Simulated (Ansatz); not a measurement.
**ZrN+ (triplet): the correlation ladder, def2-TZVPP**

One table from this session's results is given with a row withheld; the runs are named, their logs left out.

The runs use Ansatz 0.2.0, Gaussian basis; def2-TZVPP, core rule «outside noble gas», up to 5 orbitals frozen.

Plan: UHF; ROHF; CCSD(T) on UHF.

2 further runs of the same task are left out: 2 set aside as unsound or not needed.

### What is computed

The geometry is a PBE0/def2-TZVP stationary point (not a proven minimum). No spin-orbit coupling is included. Elements past krypton take def2 core potentials.

2 atoms, charge 1, spin multiplicity 3.

Atoms are counted from 1 here; the program's logs count them from 0.

Bond lengths: Zr1–N2 1.735 Å.

The first run:

in.yaml

```yaml
crystal:
  periodic: [false, false, false]
  atoms:
    - {symbol: Zr, position_ang: [0.000000, 0.000000, 0.000000]}
    - {symbol: N, position_ang: [0.000000, 0.000000, 1.735000]}
basis:
  gaussian: {orbitals: def2-TZVPP}
total_charge: 1
magnetization: {spin_polarized: true, initial_magnetization: 2}
hamiltonian: {xc: hf}
output: {orbitals: {seedname: orbitals}}
```

Run with:

```sh
$ ansatz run in.yaml --threads 1 --pin off --events-out ev --progress --plain --max-ram 2816MiB --backend cpu
```

Steps of the session up to this table: UHF; ROHF; CCSD(T) on UHF.

One of the session's tables, all rows but one given; the rest of the session is left out.

```
  method  from UCCSD(T) (meV)
    ROHF              +7414.3
     UHF              +7175.3
    UMP2                    ?
   UCCSD               +457.3
UCCSD(T)                    0
```

Estimate the missing values for UMP2.

The run gave: from UCCSD(T) (meV): +469.5. In the column «from UCCSD(T) (meV)» it lies between UCCSD (+457.3) and UHF (+7175.3).
